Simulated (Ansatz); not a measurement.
**Re64C32, 96 atoms: time against threads and cards**

Aim: measure how long a single point at PBEsol takes on Re64C32, and how the time changes with the share of the machine.

Program: Ansatz 0.2.0 (single point, PBEsol, plane waves PAW). Host: AMD EPYC 7R13 (Zen 3), 96 cores, 96 hardware threads, 1656 GiB, 8 × H100 80GB HBM3, 81559 MiB; it was booked for these runs alone, one at a time. Each run is timed once from launch to exit, start-up included.

### Step 1. The job

The cell holds 96 atoms in 1115 Å³, 4×4×1 copies of a database cell.

### Step 2. First run

The input, input.yaml:

```yaml
crystal:
  lattice:
    - [11.423096, 0.000000, 0.000000]
    - [-5.711548, 9.892692, 0.000000]
    - [0.000000, 0.000000, 9.862860]
  atoms:
    - { symbol: Re, position: [0.083333, 0.166667, 0.608350] }
    - { symbol: Re, position: [0.166667, 0.083333, 0.108350] }
    - { symbol: Re, position: [0.166667, 0.083333, 0.391650] }
    - { symbol: Re, position: [0.083333, 0.166667, 0.891650] }
    - { symbol: C, position: [0.083333, 0.166667, 0.250000] }
    - { symbol: C, position: [0.166667, 0.083333, 0.750000] }
    - { symbol: Re, position: [0.083333, 0.416667, 0.608350] }
    - { symbol: Re, position: [0.166667, 0.333333, 0.108350] }
    - { symbol: Re, position: [0.166667, 0.333333, 0.391650] }
    - { symbol: Re, position: [0.083333, 0.416667, 0.891650] }
    - { symbol: C, position: [0.083333, 0.416667, 0.250000] }
    - { symbol: C, position: [0.166667, 0.333333, 0.750000] }
    - { symbol: Re, position: [0.083333, 0.666667, 0.608350] }
    - { symbol: Re, position: [0.166667, 0.583333, 0.108350] }
    - { symbol: Re, position: [0.166667, 0.583333, 0.391650] }
    - { symbol: Re, position: [0.083333, 0.666667, 0.891650] }
    - { symbol: C, position: [0.083333, 0.666667, 0.250000] }
    - { symbol: C, position: [0.166667, 0.583333, 0.750000] }
    - { symbol: Re, position: [0.083333, 0.916667, 0.608350] }
    - { symbol: Re, position: [0.166667, 0.833333, 0.108350] }
    - { symbol: Re, position: [0.166667, 0.833333, 0.391650] }
    - { symbol: Re, position: [0.083333, 0.916667, 0.891650] }
    - { symbol: C, position: [0.083333, 0.916667, 0.250000] }
    - { symbol: C, position: [0.166667, 0.833333, 0.750000] }
    - { symbol: Re, position: [0.333333, 0.166667, 0.608350] }
    - { symbol: Re, position: [0.416667, 0.083333, 0.108350] }
    - { symbol: Re, position: [0.416667, 0.083333, 0.391650] }
    - { symbol: Re, position: [0.333333, 0.166667, 0.891650] }
    - { symbol: C, position: [0.333333, 0.166667, 0.250000] }
    - { symbol: C, position: [0.416667, 0.083333, 0.750000] }
    - { symbol: Re, position: [0.333333, 0.416667, 0.608350] }
    - { symbol: Re, position: [0.416667, 0.333333, 0.108350] }
    - { symbol: Re, position: [0.416667, 0.333333, 0.391650] }
    - { symbol: Re, position: [0.333333, 0.416667, 0.891650] }
    - { symbol: C, position: [0.333333, 0.416667, 0.250000] }
    - { symbol: C, position: [0.416667, 0.333333, 0.750000] }
    - { symbol: Re, position: [0.333333, 0.666667, 0.608350] }
    - { symbol: Re, position: [0.416667, 0.583333, 0.108350] }
    - { symbol: Re, position: [0.416667, 0.583333, 0.391650] }
    - { symbol: Re, position: [0.333333, 0.666667, 0.891650] }
    - { symbol: C, position: [0.333333, 0.666667, 0.250000] }
    - { symbol: C, position: [0.416667, 0.583333, 0.750000] }
    - { symbol: Re, position: [0.333333, 0.916667, 0.608350] }
    - { symbol: Re, position: [0.416667, 0.833333, 0.108350] }
    - { symbol: Re, position: [0.416667, 0.833333, 0.391650] }
    - { symbol: Re, position: [0.333333, 0.916667, 0.891650] }
    - { symbol: C, position: [0.333333, 0.916667, 0.250000] }
    - { symbol: C, position: [0.416667, 0.833333, 0.750000] }
    - { symbol: Re, position: [0.583333, 0.166667, 0.608350] }
    - { symbol: Re, position: [0.666667, 0.083333, 0.108350] }
    - { symbol: Re, position: [0.666667, 0.083333, 0.391650] }
    - { symbol: Re, position: [0.583333, 0.166667, 0.891650] }
    - { symbol: C, position: [0.583333, 0.166667, 0.250000] }
    - { symbol: C, position: [0.666667, 0.083333, 0.750000] }
    - { symbol: Re, position: [0.583333, 0.416667, 0.608350] }
    - { symbol: Re, position: [0.666667, 0.333333, 0.108350] }
    - { symbol: Re, position: [0.666667, 0.333333, 0.391650] }
    - { symbol: Re, position: [0.583333, 0.416667, 0.891650] }
    - { symbol: C, position: [0.583333, 0.416667, 0.250000] }
    - { symbol: C, position: [0.666667, 0.333333, 0.750000] }
    - { symbol: Re, position: [0.583333, 0.666667, 0.608350] }
    - { symbol: Re, position: [0.666667, 0.583333, 0.108350] }
    - { symbol: Re, position: [0.666667, 0.583333, 0.391650] }
    - { symbol: Re, position: [0.583333, 0.666667, 0.891650] }
    - { symbol: C, position: [0.583333, 0.666667, 0.250000] }
    - { symbol: C, position: [0.666667, 0.583333, 0.750000] }
    - { symbol: Re, position: [0.583333, 0.916667, 0.608350] }
    - { symbol: Re, position: [0.666667, 0.833333, 0.108350] }
    - { symbol: Re, position: [0.666667, 0.833333, 0.391650] }
    - { symbol: Re, position: [0.583333, 0.916667, 0.891650] }
    - { symbol: C, position: [0.583333, 0.916667, 0.250000] }
    - { symbol: C, position: [0.666667, 0.833333, 0.750000] }
    - { symbol: Re, position: [0.833333, 0.166667, 0.608350] }
    - { symbol: Re, position: [0.916667, 0.083333, 0.108350] }
    - { symbol: Re, position: [0.916667, 0.083333, 0.391650] }
    - { symbol: Re, position: [0.833333, 0.166667, 0.891650] }
    - { symbol: C, position: [0.833333, 0.166667, 0.250000] }
    - { symbol: C, position: [0.916667, 0.083333, 0.750000] }
    - { symbol: Re, position: [0.833333, 0.416667, 0.608350] }
    - { symbol: Re, position: [0.916667, 0.333333, 0.108350] }
    - { symbol: Re, position: [0.916667, 0.333333, 0.391650] }
    - { symbol: Re, position: [0.833333, 0.416667, 0.891650] }
    - { symbol: C, position: [0.833333, 0.416667, 0.250000] }
    - { symbol: C, position: [0.916667, 0.333333, 0.750000] }
    - { symbol: Re, position: [0.833333, 0.666667, 0.608350] }
    - { symbol: Re, position: [0.916667, 0.583333, 0.108350] }
    - { symbol: Re, position: [0.916667, 0.583333, 0.391650] }
    - { symbol: Re, position: [0.833333, 0.666667, 0.891650] }
    - { symbol: C, position: [0.833333, 0.666667, 0.250000] }
    - { symbol: C, position: [0.916667, 0.583333, 0.750000] }
    - { symbol: Re, position: [0.833333, 0.916667, 0.608350] }
    - { symbol: Re, position: [0.916667, 0.833333, 0.108350] }
    - { symbol: Re, position: [0.916667, 0.833333, 0.391650] }
    - { symbol: Re, position: [0.833333, 0.916667, 0.891650] }
    - { symbol: C, position: [0.833333, 0.916667, 0.250000] }
    - { symbol: C, position: [0.916667, 0.833333, 0.750000] }
kpoints:
  mp_grid: { grid: [4, 4, 4] }
basis: { precision: f64 }
hamiltonian:
  xc: pbesol
scf:
  occupations: { method: gaussian, width: 0.1 }
  lower_state_search: standard
output: { forces: true, stress: true }
```

On the command line:

```console
$ ansatz run input.yaml --backend cuda --devices 4 --events-out ev --progress --plain --runs-dir out
```

### Step 3. On 1 GPU, 48 threads

input.yaml is that of step 2.

(Steps that only read results are left out.)

**Question.** How long do these runs take on this host, and what pays? Wanted: reference; fastest over GPUs; speed-up from 1 to 4 GPUs.

**Answer**, as computed:

| quantity | value |
| --- | --- |
| reference | 5.5 s on 4 GPUs, 48 threads |
| fastest over GPUs | 5.1 s on 1 |
| speed-up from 1 to 4 GPUs | 0.93 (23 % efficient) |

**Reading.** 4 GPUs are no faster than 1: the job is too small for them. The figures hold for this build, input and host.
